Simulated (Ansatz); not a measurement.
## MgTl, space group Pm-3m: the orbital character of the bands, step by step

Program: Ansatz 0.2.0, Python API.

The cells in order, each with its output:

**Cell 1**
```python
from pathlib import Path

import ansatz as az
import pandas as pd
from pymatgen.core import Lattice, Structure
from pymatgen.io.ase import AseAtomsAdaptor
```

**Cell 2**
```python
pmg_structure = Structure(
    Lattice([(3.628, 0.0, 0.0), (0.0, 3.628, 0.0), (0.0, 0.0, 3.628)]),
    ['Mg', 'Tl'],
    [
        (0.0, 0.0, 0.0),
        (0.5, 0.5, 0.5),
    ],
)
crystal = az.Crystal.from_ase(AseAtomsAdaptor.get_atoms(pmg_structure))

points = {'G': (0.0, 0.0, 0.0), 'X': (0.0, 0.5, 0.0), 'M': (0.5, 0.5, 0.0), 'R': (0.5, 0.5, 0.5)}
base = (
    crystal.calculation()
    .functional('pbesol')
    .basis(630, xc_grid=2)
    .kpoints(4)
    .occupations('Gaussian', width=0.2)
    .scf(tolerance=1e-08, max_iterations=200)
    .band_structure(list(points.values()), intervals=1)
    .fat_bands()
)
def show(event):
    row = event['data']
    if event['event'] == 'scf_iter' and row.get('harris_foulkes_ev') is not None:
        print(f'  iteration {row["iter"]:3d}  Harris-Foulkes {row["harris_foulkes_ev"]:.5f} eV  residual {row["dr2_ev"]:.2e}')
```

**Cell 3**
```python
done = base.session().plan().execute(on_event=show)
r = done.report
```
Output:
```text
  iteration   1  Harris-Foulkes -13207.72535 eV  residual 1.76e-03
  iteration   2  Harris-Foulkes -13207.72350 eV  residual 4.76e-04
  iteration   3  Harris-Foulkes -13207.72330 eV  residual 1.32e-05
  iteration   4  Harris-Foulkes -13207.72328 eV  residual 2.89e-06
  iteration   5  Harris-Foulkes -13207.72328 eV  residual 9.68e-08
  iteration   6  Harris-Foulkes -13207.72328 eV  residual 3.17e-08
  iteration   7  Harris-Foulkes -13207.72328 eV  residual 1.22e-09
```

**Cell 4**
```python
r['n_kpoints'], r['n_symmetry_ops'], r['n_pw']
```
Output:
```text
(10, 48, 1743)
```

**Cell 5**
```python
[(site.symbol, site.position_frac.round(4).tolist()) for site in done.lattice.sites]
```
Output:
```text
[(<Element.MG: 'Mg'>, [0.0, 0.0, 0.0]), (<Element.TL: 'Tl'>, [0.5, 0.5, 0.5])]
```

**Cell 6**
```python
r['converged'], r['free_energy_ev']
```
Output:
```text
(True, -13207.723284425512)
```

**Cell 7**
```python
file = Path(done.write_results('results')) / 'fatbands.tsv'
names = file.read_text().splitlines()[0].lstrip('# ').split('\t')
table = pd.read_csv(file, sep='\t', comment='#', names=names)
near = table[table.e_minus_ef.abs() < 3]
for ik, label in enumerate(points):
    print(label)
    for _, row in near[near.ik == ik].iterrows():
        main = row[names[4:]].astype(float).nlargest(2)
        print(f'   band {int(row.band):3d} {row.e_minus_ef:7.3f} eV  ' + ', '.join(f'{k} {v:.2f}' for k, v in main.items()))
```
Output:
```text
G
   band  10   2.524 eV  tl1_l1_6P 0.89, mg0_l1_2P 0.00
   band  11   2.524 eV  tl1_l1_6P 0.89, mg0_l1_2P 0.00
   band  12   2.524 eV  tl1_l1_6P 0.89, mg0_l1_2P 0.00
X
M
   band  10  -2.505 eV  tl1_l1_6P 0.97, mg0_l1_2P 0.00
   band  11  -2.505 eV  tl1_l1_6P 0.97, mg0_l1_2P 0.00
   band  12  -0.119 eV  mg0_l0_3S 0.94, tl1_l2_5D 0.03
R
   band  10  -0.215 eV  tl1_l1_6P 0.99, mg0_l0_2S 0.00
   band  11  -0.215 eV  tl1_l1_6P 0.99, mg0_l0_2S 0.00
   band  12  -0.215 eV  tl1_l1_6P 0.99, mg0_l0_2S 0.00
   band  13   2.192 eV  tl1_l2_5D 0.00, mg0_l1_2P 0.00
   band  14   2.192 eV  tl1_l2_5D 0.00, mg0_l1_2P 0.00
   band  15   2.192 eV  tl1_l2_5D 0.00, mg0_l1_2P 0.00
```

Reading the output:
- These settings explore the input space; cutoff and mesh may be short of convergence.
- The computed bands are complete only to about 2.2 eV above the Fermi level.
- For a metal this k-point mesh is coarse: on a finer one energies can move by several to tens of meV an atom and pressures by half a GPa or more, differences at one mesh by less.
- The free energy holds a sizeable smearing term, which stands for no physical temperature.
- The structure is a deposited one; some such entries were measured under pressure or heat, so a shift against it needn't be the functional's error alone.
- Levels are Kohn-Sham eigenvalues on this mesh, without spin-orbit coupling.
- Energies are less the Fermi level and bands count from 0. Only the largest channels are printed, equivalent atoms hold more, and in degenerate sets the split between sites is arbitrary; shells that the potentials lack have no channel.
- Finished in 2.2 s on 1 thread of Arm Neoverse V2, with other jobs on the host, peak memory 0.43 GiB.

(Lines on the test bed's own set-up are left out of the output.)
